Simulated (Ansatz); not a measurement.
# H6N4W (W(NH)2(NH2)2): the cost of one run

Method: the settings change from run to run; program: Ansatz 0.2.0, Gaussian basis.

## Step 1: The molecule

The geometry comes from an earlier relaxation with PBE-D4/def2-SVP; it is a stationary point, not always the lowest conformer. W takes a core potential in def2 sets; no spin-orbit term is included.

11 atoms, charge 0, spin multiplicity 1.

Atoms are counted from 1 here; the program's logs count them from 0.

Bond lengths: W1–N2 1.777 Å, W1–N4 1.777 Å, W1–N6 1.973 Å, W1–N9 1.973 Å, N2–H3 1.023 Å, N4–H5 1.023 Å, N6–H7 1.023 Å, N6–H8 1.023 Å, N9–H10 1.023 Å, N9–H11 1.023 Å. Angles: N2–W1–N4 117.4°, N2–W1–N6 106.7°, N2–W1–N9 106.7°, N4–W1–N6 106.7°, N4–W1–N9 106.7°, N6–W1–N9 112.9°, W1–N2–H3 157.0°, W1–N4–H5 157.0°, W1–N6–H7 124.5°, W1–N6–H8 124.5°, H7–N6–H8 110.9°, W1–N9–H10 124.5°, W1–N9–H11 124.5°, H10–N9–H11 110.9°.

## Step 2: B3LYP5/def2-TZVP

This run has charge -1, multiplicity 2.

in.yaml reads:

```yaml
crystal:
  periodic: [false, false, false]
  atoms:
    - {symbol: W, position_ang: [0.174207, -0.000889, 0.123062]}
    - {symbol: N, position_ang: [0.051951, 0.018316, 1.896241]}
    - {symbol: H, position_ang: [0.385538, 0.023660, 2.863763]}
    - {symbol: N, position_ang: [1.804432, -0.027386, -0.584810]}
    - {symbol: H, position_ang: [2.827750, -0.039253, -0.594051]}
    - {symbol: N, position_ang: [-0.696671, 1.647429, -0.521648]}
    - {symbol: H, position_ang: [-0.441897, 2.138077, -1.382600]}
    - {symbol: H, position_ang: [-1.413655, 2.163524, -0.005434]}
    - {symbol: N, position_ang: [-0.735257, -1.640461, -0.489852]}
    - {symbol: H, position_ang: [-1.464672, -2.128801, 0.035838]}
    - {symbol: H, position_ang: [-0.491747, -2.154226, -1.340520]}
basis:
  gaussian: {orbitals: def2-TZVP}
total_charge: -1
magnetization: {spin_polarized: true, initial_magnetization: 1}
hamiltonian: {xc: {name: B3LYP5}}
```

On the command line:

```
ansatz run in.yaml --threads 4 --pin off --events-out ev --progress --plain --max-ram 3916MiB
```

Q: Estimate wall time and peak memory on 4 threads of Arm Neoverse V2, shared host.

About 40 s, with a peak of 0.85 GiB.
